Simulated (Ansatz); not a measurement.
# CoSi2: properties at the relaxed cell

An exercise on one series of results from a longer session: the logs are not shown, and one member is left open.

The COD entry's cell or inner coordinates are ideal or old and differ from later refinements, so a difference from it is no clean test against experiment.

Computed with Ansatz 0.2.0 (DFT PBEsol, scalar-relativistic, plane waves, PAW, unless a step's input says otherwise).

1 further run of the same task is left out (set aside as unsound or not needed).

## The system as given

The structure is cubic, space group Fm-3m (No. 225). The conventional cell has a = 5.312 Å, b = 5.312 Å, c = 5.312 Å, α = 90.00°, β = 90.00°, γ = 90.00°. Co (site symmetry m-3m) has 8 Si at 2.30 Å as nearest neighbours. Si (site symmetry -43m) is surrounded by 4 Co at 2.30 Å.

Structure file:

```xyz
3
Lattice="0.0000 2.6562 2.6562 2.6562 0.0000 2.6562 2.6562 2.6562 0.0000" Properties=species:S:1:pos:R:3 pbc="T T T"
Co    0.0000    0.0000    0.0000
Si    1.3281    1.3281    1.3281
Si    3.9844    3.9844    3.9844
```

This cell was relaxed beforehand with the same method: volume 12.49 Å³/atom, gap on the mesh none (metal).

The first run:

input.yaml

```yaml
crystal:
  lattice:
    - [0.0, 2.6562384327, 2.6562384327]
    - [2.6562384327, 0.0, 2.6562384327]
    - [2.6562384327, 2.6562384327, 0.0]
  atoms:
    - { symbol: Co, position: [0.0, 0.0, 0.0] }
    - { symbol: Si, position: [0.25, 0.25, 0.25] }
    - { symbol: Si, position: [0.75, 0.75, 0.75] }
basis:
  ecutwfc: 420
kpoints:
  mp_grid: { grid: [14, 14, 14] }
  band_path:
    path:
      - [[0.0, 0.0, 0.0], [0.5, 0.0, 0.5], [0.625, 0.25, 0.625]]
      - [[0.375, 0.375, 0.75], [0.0, 0.0, 0.0], [0.5, 0.5, 0.5], [0.5, 0.25, 0.75], [0.5, 0.0, 0.5]]
    npoints: 14
hamiltonian:
  xc: pbesol
scf:
  occupations: { method: gaussian, width: 0.1 }
  n_extra_bands: 7
output:
  forces: true
  stress: true
  eigenvalues: true
  populations: true
  dos: { projected: true, de: 0.02, nscf_kmesh: { grid: [21, 21, 21] } }
  bader: true
  write_density: true
  write_potential: true
  elf: true
  volumetric_format: npy
```

Run with:

```sh
$ ansatz run input.yaml --threads 1 --pin off --max-ram 2560MiB --backend cpu --events-out ev --progress --plain --runs-dir out
```

Among the steps run: Static run: bands, density of states and charges; Back to the database's cell; The cell scaled to 0.97 of its volume; Volume × 1.03; Point at V/V0 = 0.94; The cell scaled to 1.06 of its volume; The cell scaled to 0.91 of its volume; Point at V/V0 = 1.10; The cell scaled to 0.88 of its volume.

One table of the session follows, with a row left open; its other results are not shown here.

```
volume (Å³/atom)  energy above the lowest point (meV/atom)  pressure (GPa)
          10.995                                     137.2           32.92
          11.370                                      72.7           22.57
          11.745                                      30.4           13.78
          12.119                                       7.2            6.32
          12.494                                       0.0           -0.02
          12.869                                       6.5           -5.40
          13.244                                         ?               ?
          13.744                                      63.8          -14.93
```

Estimate the missing values for volume (Å³/atom) = 13.244.

Worked estimate for «energy above the lowest point (meV/atom)». A straight line through the neighbours (12.869, 6.5) and (13.744, 63.8) gives 6.5 + (63.8 − 6.5) × (13.244 − 12.869) / (13.744 − 12.869) = 31.1; a parabola fitted to 3 rows on both sides gives 23.8.

As computed: energy above the lowest point (meV/atom): 24.6; pressure (GPa): -9.95. In «energy above the lowest point (meV/atom)» the line misses by +6.5 and the parabola by -0.8.

Limits of these values: Spin polarisation is off in the runs that give these values; a magnetic solution could lie lower.
